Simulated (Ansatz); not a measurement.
# Lu: the cost of one run

Method: DFT PBEsol, scalar-relativistic, in Ansatz 0.2.0.

## 1. The structure to begin with

Symmetry: P6_3/mmc, No. 194, hexagonal system. The conventional cell has a = 3.510 Å, b = 3.510 Å, c = 5.567 Å, α = 90.00°, β = 90.00°, γ = 120.00°. Lu (site symmetry -6m2) is surrounded by 12 Lu at 3.44 to 3.51 Å.

Coordinates:

```
CELL_PARAMETERS angstrom
3.50990 0.00000 0.00000
-1.75495 3.03966 0.00000
0.00000 0.00000 5.56660
ATOMIC_POSITIONS crystal
Lu 0.33333 0.66667 0.25000
Lu 0.66667 0.33333 0.75000
```

Structure: COD 1538083, as refined from experiment and not relaxed.

Atoms are numbered in the order of the input: Lu1, Lu2.

## 2. Volume × 0.94, LAPW

input.yaml reads:

```yaml
crystal:
  lattice:
    - [3.438248195, 0.0, 0.0]
    - [-1.7191240975, 2.9776102815, 0.0]
    - [0.0, 0.0, 5.4529640328]
  atoms:
    - { symbol: Lu, position: [0.3333333333, 0.6666666667, 0.25] }
    - { symbol: Lu, position: [0.6666666667, 0.3333333333, 0.75] }
kpoints:
  mp_grid: { grid: [13, 13, 8] }
  band_path:
    path:
      - [0.0, 0.0, 0.0]
      - [0.5, 0.0, 0.0]
      - [0.3333333333, 0.3333333333, 0.0]
      - [0.0, 0.0, 0.0]
      - [0.0, 0.0, 0.5]
      - [0.5, 0.0, 0.5]
      - [0.3333333333, 0.3333333333, 0.5]
      - [0.0, 0.0, 0.5]
      - [0.5, 0.0, 0.5]
    npoints: 5
scf:
  occupations: { method: fermi_dirac, width: 0.03 }
hamiltonian:
  xc: pbesol
  pseudopotentials: { kind: all_electron, lapw: { basis_error: 0.0005 } }
output:
  forces: true
  stress: true
  eigenvalues: true
```

On the command line:

```sh
> ansatz run input.yaml --threads 1 --pin off --max-ram 3072MiB --backend cpu --events-out ev --progress --plain --runs-dir out
```

What time and memory should one allow on 1 thread of Arm Neoverse V1, shared host?

About 51 s, with a peak of 0.53 GiB.
